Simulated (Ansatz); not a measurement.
# CH5FInNSi: one species, many methods

An exercise on one series of results from a longer session: the logs are not shown, and one member is left open.

Program: Ansatz 0.2.0, Gaussian basis. Level of theory: functionals in def2-TZVPP, the program's frozen cores in correlated methods. These are calculated values, not measurements.

Levels to be run: LDA (SPW92), PBE-D4, revPBE-D4, BLYP-D4, r2SCAN-D4, B97M-V, PBE0-D4, B3LYP-D4, r2SCANh-D4, r2SCAN0-D4, HSE06-D4, BHLYP-D4, CAM-B3LYP-D4, LC-ωPBE, ωB97X-V, ωB97M-V, B2PLYP, PBE-QIDH; CCSD(T)/def2-SVP; CCSD(T)/def2-TZVPP; MP2/def2-QZVPP; extrapolation to the limit; RPA on PBE.

### Structure used throughout

All runs share one geometry, relaxed beforehand with PBE0-D4 in a triple-zeta def2 set. In takes the def2 core potential; no spin-orbit term is included.

SMILES `[F][In]1[CH2][SiH2][NH]1`, 10 atoms, charge 0, spin multiplicity 1.

Atoms are counted from 1 here; the program's logs count them from 0.

Bond lengths: F1–In2 1.936 Å, In2–C3 2.165 Å, In2–N5 2.060 Å, C3–Si4 1.894 Å, C3–H6 1.090 Å, C3–H7 1.090 Å, Si4–N5 1.723 Å, Si4–H8 1.493 Å, Si4–H9 1.493 Å, N5–H10 1.007 Å. Angles: F1–In2–C3 154.2°, F1–In2–N5 125.9°, C3–In2–N5 79.9°, In2–C3–Si4 87.4°, In2–C3–H6 112.7°, In2–C3–H7 112.5°, Si4–C3–H6 116.8°, Si4–C3–H7 116.7°, H6–C3–H7 109.3°, C3–Si4–N5 97.1°, C3–Si4–H8 111.1°, C3–Si4–H9 111.2°, N5–Si4–H8 115.1°, N5–Si4–H9 115.0°, H8–Si4–H9 107.2°, In2–N5–Si4 95.6°, In2–N5–H10 136.9°, Si4–N5–H10 127.5°.

Set-up of the first run:

in.yaml

```yaml
crystal:
  periodic: [false, false, false]
  atoms:
    - {symbol: F, position_ang: [0.741476, -1.474584, -3.181376]}
    - {symbol: In, position_ang: [0.485626, -0.746406, -1.406308]}
    - {symbol: C, position_ang: [1.032172, -0.412585, 0.661300]}
    - {symbol: Si, position_ang: [-0.558063, 0.602889, 0.828497]}
    - {symbol: N, position_ang: [-1.101665, 0.416116, -0.795673]}
    - {symbol: H, position_ang: [1.086735, -1.337493, 1.235724]}
    - {symbol: H, position_ang: [1.972292, 0.130091, 0.762356]}
    - {symbol: H, position_ang: [-1.459213, 0.022497, 1.867283]}
    - {symbol: H, position_ang: [-0.259931, 2.007037, 1.237509]}
    - {symbol: H, position_ang: [-1.939439, 0.792451, -1.209312]}
basis:
  gaussian: {orbitals: def2-TZVPP}
hamiltonian: {xc: lda}
output: {orbitals: {seedname: orbitals}}
```

Started as:

```sh
> ansatz run in.yaml --threads 4 --pin off --events-out ev --progress --plain --max-ram 10444MiB
```

Steps of the session up to this table: LDA; PBE-D4 (GGA); revPBE-D4 (GGA); BLYP-D4 (GGA); r2SCAN-D4 (meta-GGA); B97M-V (meta-GGA); PBE0-D4 (hybrid); B3LYP-D4 (hybrid); r2SCANh-D4 (hybrid); r2SCAN0-D4 (hybrid); HSE06-D4 (hybrid); BHLYP-D4 (hybrid); CAM-B3LYP-D4 (range-separated); LC-ωPBE (range-separated); ωB97X-V (range-separated); ωB97M-V (range-separated); B2PLYP (double hybrid); PBE-QIDH (double hybrid).

One of the session's tables, all rows but one given; the rest of the session is left out.

It belongs to the step «Frontier levels by functional». 

```
  functional  HOMO (eV)  LUMO (eV)  gap (eV)
 LDA (SPW92)      -6.15      -2.87      3.27
      PBE-D4      -5.96      -2.60      3.36
   revPBE-D4      -5.89      -2.49      3.40
     BLYP-D4      -5.84      -2.56      3.28
   r2SCAN-D4      -6.22      -2.38      3.83
      B97M-V      -6.28      -2.57      3.70
     PBE0-D4          ?          ?         ?
    B3LYP-D4      -7.01      -2.05      4.96
  r2SCANh-D4      -6.69      -2.08      4.61
  r2SCAN0-D4      -7.41      -1.62      5.79
    HSE06-D4      -6.82      -2.11      4.70
    BHLYP-D4      -8.41      -0.95      7.46
CAM-B3LYP-D4      -8.59      -0.85      7.75
     LC-ωPBE      -9.93       0.39     10.32
     ωB97X-V      -9.59       0.23      9.82
     ωB97M-V      -9.50       0.01      9.51
```

Q: Estimate the row for PBE0-D4 from the others.

As computed: HOMO (eV): -7.22; LUMO (eV): -1.75; gap (eV): 5.47. In the column «HOMO (eV)» it lies between r2SCAN0-D4 (-7.41) and B3LYP-D4 (-7.01).
